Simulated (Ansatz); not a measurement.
# MgBr (quartet): the correlation ladder, aug-cc-pVDZ

One table from this session's results is given with a row withheld; the runs are named, their logs left out.

Computed with Ansatz 0.2.0, Gaussian basis. Level: aug-cc-pVDZ, core rule «outside noble gas», up to 19 orbitals frozen.

The runs, in order: UHF; CCSD(T) on ROHF; CCSD(T) on UHF; BCCD(T) on ROHF; CISD as a restricted active space (open shells left free, so some higher excitations enter); CCSDT(Q) on ROHF; CCSDT(Q) on UHF.

25 further runs of the same task are left out: 10 for a known fault of the program, 6 that didn't finish, 9 set aside as unsound or not needed. Runs told in other sessions of the task aren't counted.

### The geometry

The geometry is a PBE0/def2-TZVPD stationary point (not a proven minimum) of the parent state, kept for this charge and spin. No spin-orbit coupling is included. The filled d shell of Br may be among the frozen orbitals whatever the setting's name suggests.

2 atoms, charge 0, spin multiplicity 4.

Atoms are counted from 1 here; the program's logs count them from 0.

Bond lengths: Br1–Mg2 2.475 Å.

Geometry (Å):

```
Br    0.0000    0.0000    0.0000
Mg    0.0000    0.0000    2.4749
```

The first run:

in.yaml reads:

```yaml
crystal:
  periodic: [false, false, false]
  atoms:
    - {symbol: Br, position_ang: [0.000000, 0.000000, 0.000000]}
    - {symbol: Mg, position_ang: [0.000000, 0.000000, 2.474900]}
basis:
  gaussian: {orbitals: aug-cc-pVDZ}
magnetization: {spin_polarized: true, initial_magnetization: 3}
hamiltonian: {xc: hf}
output: {orbitals: {seedname: orbitals}}
```

On the command line:

```bash
> ansatz run in.yaml --threads 1 --pin off --events-out ev --progress --plain --max-ram 2393MiB
```

Among the steps run: UHF; CCSD(T) on ROHF; CCSD(T) on UHF; BCCD(T) on ROHF; CISD as a restricted active space (open shells left free, so some higher excitations enter); CCSDT(Q) on ROHF; CCSDT(Q) on UHF.

One table of the session follows, with a row left open; its other results are not shown here.

```
   method  from UCCSDT(Q) (meV)
     ROHF               +3647.4
      UHF               +3542.2
     RMP2                +628.8
     UMP2                +643.5
     CISD                     ?
    RCCSD                +156.8
    UCCSD                +151.8
 RCCSD(T)                 +84.5
 UCCSD(T)                 +81.7
  BCCD(T)                 +84.8
   RCCSDT                 +27.8
   UCCSDT                 +27.2
RCCSDT(Q)                  -0.8
UCCSDT(Q)                     0
```

Q: Estimate the row for CISD from the others.

**Answer.** from UCCSDT(Q) (meV): +302.0. In the column «from UCCSDT(Q) (meV)» it lies between RCCSD (+156.8) and RMP2 (+628.8).

Limits of these values: Restricted and unrestricted rows rest on different reference determinants; a gap between their highest levels can come from leftover correlation error, from unlike frozen cores or from another state.
